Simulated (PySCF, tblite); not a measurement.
**C₄H₆FO₂Si radical: geometry, infrared bands and EPR parameters**

Aim: predict the infrared bands and EPR parameters of C₄H₆FO₂Si radical (`O=CC/C(F)=[C]\O[SiH3]`).

Computed with tblite 0.8.0 and PySCF 2.14.0, with density-fitted response routines of our own, on a single molecule in the gas phase. Atoms count from 0, in the outputs and in this text.

## 1. The starting structure

14 atoms, charge 0, multiplicity 2; geometry from: force field or distance geometry start.

Bonds of the start (Å): O0–C1 1.25, C1–C2 1.49, C2–C3 1.50, C3–F4 1.36, C3–C5 1.35, C5–O6 1.40, O6–Si7 1.74, C1–H8 1.09, C2–H9 1.11, C2–H10 1.09, Si7–H11 1.47, Si7–H12 1.44, Si7–H13 1.49.

## 2. Geometry optimisation with GFN2-xTB

The job: settings as JSON, then the geometry in Å.

```
{"job": {"kind": "relax", "xc": "GFN2-xTB", "basis": "xTB"}, "charge": 0, "multiplicity": 2}
O     -2.274600     1.224600     1.243400
C     -2.535800     0.424800     0.316900
C     -1.433600     0.248000    -0.665600
C     -0.765800    -1.057000    -0.355700
F     -1.468300    -2.215800    -0.493700
C      0.510100    -1.069700     0.089000
O      1.131500     0.180700     0.216500
Si     2.868900     0.246200     0.333100
H     -3.480800    -0.111500     0.287400
H     -0.658300     1.001300    -0.398700
H     -1.741400     0.289500    -1.711400
H      3.180300    -0.015300     1.750000
H      3.404000    -0.763000    -0.546800
H      3.263200     1.616800    -0.086400
```

The run is started by

```
$ OMP_NUM_THREADS=1 python probes_run.py task.json out
```

One launch serves the whole session: the jobs run in the order shown.

**Question.** This job is followed by: GFN2-xTB harmonic vibrations, gas phase; UKS B3LYP, pcH-1 on C F H O Si, non-relativistic, mean-field spin-orbit, GIAO. What will the session give for the following? strongest single infrared mode (GFN2-xTB); zero-point energy (GFN2-xTB); g(iso) (B3LYP); ⟨S²⟩; largest a(iso) (averaged by class); surface potential, 1st and 99th percentile.

As calculated:

| quantity | value |
| --- | --- |
| strongest single infrared mode (GFN2-xTB) | 1276 cm⁻¹, 513 km/mol |
| zero-point energy (GFN2-xTB) | 53.6 kcal/mol |
| g(iso) (B3LYP) | 2.00252 |
| ⟨S²⟩ | 0.758 (exact 0.75) |
| largest a(iso) (averaged by class) | 13C on C5, 373.5 MHz |
| surface potential, 1st and 99th percentile | -1.55 V and 2.07 V |

What this shows: The optimisation took 112 steps and gained 0.963 eV; among the close pairs (by a distance rule), C5–O6 changed most, from 1.402 to 1.284 Å. All 36 modes are real, so the xTB geometry is a minimum. The strongest single mode, at 1276 cm⁻¹, moves mainly O6 and C3. GFN2-xTB is a fitted tight-binding method: band positions and strengths are rough. Its intensities can rank the bands wrongly. Most of the unpaired spin sits on C5 (0.89 e). The isotropic g lies 0.2 ppt above the free-electron value.
